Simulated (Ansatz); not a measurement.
**C₂H₈N₂OSi₂: up Jacob's ladder to CCSD(T)**

An exercise on one series of results from a longer session: the logs are not shown, and one member is left open.

Program: Ansatz 0.2.0, Gaussian basis. Level of theory: functionals in def2-TZVPP, the program's frozen cores in correlated methods. These are calculated values, not measurements.

The runs, in order: PBE-D4, r2SCAN-D4, PBE0-D4, B3LYP-D4, ωB97X-V, ωB97M-V, B2PLYP; CCSD(T)/def2-TZVPP; MP2/def2-QZVPP; extrapolation to the limit.

## Structure used throughout

All runs share one geometry, relaxed beforehand with PBE0-D4 in a triple-zeta def2 set.

15 atoms, charge 0, spin multiplicity 1.

Atoms are counted from 1 here; the program's logs count them from 0.

Bond lengths: N1–Si2 1.713 Å, N1–H8 1.008 Å, N1–H9 1.008 Å, Si2–C3 1.838 Å, Si2–H10 1.482 Å, Si2–H11 1.482 Å, C3–C4 1.216 Å, C4–Si5 1.832 Å, Si5–N6 1.703 Å, Si5–O7 1.641 Å, Si5–H12 1.479 Å, N6–H13 1.005 Å, N6–H14 1.006 Å, O7–H15 0.959 Å. Angles: Si2–N1–H8 119.4°, Si2–N1–H9 119.3°, H8–N1–H9 110.6°, N1–Si2–C3 115.2°, N1–Si2–H10 108.2°, N1–Si2–H11 108.3°, C3–Si2–H10 106.9°, C3–Si2–H11 106.8°, H10–Si2–H11 111.4°, Si2–C3–C4 178.6°, C3–C4–Si5 179.4°, C4–Si5–N6 104.5°, C4–Si5–O7 111.9°, C4–Si5–H12 110.3°, N6–Si5–O7 113.0°, N6–Si5–H12 114.7°, O7–Si5–H12 102.7°, Si5–N6–H13 121.0° and more.

The first run:

File in.yaml:

```yaml
crystal:
  periodic: [false, false, false]
  atoms:
    - {symbol: N, position_ang: [-3.173361, -0.437399, -1.798420]}
    - {symbol: Si, position_ang: [-2.365202, 0.744322, -0.858640]}
    - {symbol: C, position_ang: [-0.694381, 0.263811, -0.263413]}
    - {symbol: C, position_ang: [0.406864, -0.081857, 0.119381]}
    - {symbol: Si, position_ang: [2.060403, -0.620558, 0.695960]}
    - {symbol: N, position_ang: [2.878784, 0.828908, 1.055903]}
    - {symbol: O, position_ang: [1.958298, -1.635987, 1.980521]}
    - {symbol: H, position_ang: [-3.509721, -1.277074, -1.353953]}
    - {symbol: H, position_ang: [-2.844792, -0.637051, -2.730013]}
    - {symbol: H, position_ang: [-2.194532, 1.959852, -1.689960]}
    - {symbol: H, position_ang: [-3.185824, 1.023275, 0.344014]}
    - {symbol: H, position_ang: [2.713850, -1.460778, -0.330373]}
    - {symbol: H, position_ang: [2.482253, 1.720780, 0.815565]}
    - {symbol: H, position_ang: [3.869059, 0.875456, 1.224566]}
    - {symbol: H, position_ang: [1.598311, -1.265700, 2.788880]}
basis:
  gaussian: {orbitals: def2-TZVPP}
hamiltonian: {xc: pbe, dispersion: d4}
output: {forces: true, orbitals: {seedname: orbitals}}
```

Run with:

```console
$ ansatz run in.yaml --threads 2 --pin off --events-out ev --progress --plain --max-ram 20480MiB --backend cuda --devices 0, --max-vram 18GiB
```

Steps of the session up to this table: PBE-D4 (GGA); r2SCAN-D4 (meta-GGA); PBE0-D4 (hybrid); B3LYP-D4 (hybrid); ωB97X-V (range-separated); ωB97M-V (range-separated); B2PLYP (double hybrid); CCSD(T) in def2-TZVPP; MP2 in def2-QZVPP.

One table of the session follows, with a row left open; its other results are not shown here.

| method | atomisation energy (kJ/mol) |
| --- | --- |
| PBE-D4 | 5854.9 |
| r2SCAN-D4 | 5747.8 |
| PBE0-D4 | 5735.0 |
| B3LYP-D4 | 5768.0 |
| ωB97X-V | ? |
| ωB97M-V | 5786.9 |
| B2PLYP | 5711.2 |
| HF/def2-TZVPP | 4064.1 |
| MP2/def2-TZVPP | 5708.5 |
| CCSD/def2-TZVPP | 5493.6 |
| CCSD(T)/def2-TZVPP | 5589.3 |
| MP2/CBS | 5894.8 |
| CCSD(T)/CBS | 5775.6 |

Q: Estimate the row for ωB97X-V from the others.

As computed: atomisation energy (kJ/mol): 5781.2. In the column «atomisation energy (kJ/mol)» it lies between CCSD(T)/CBS (5775.6) and ωB97M-V (5786.9).
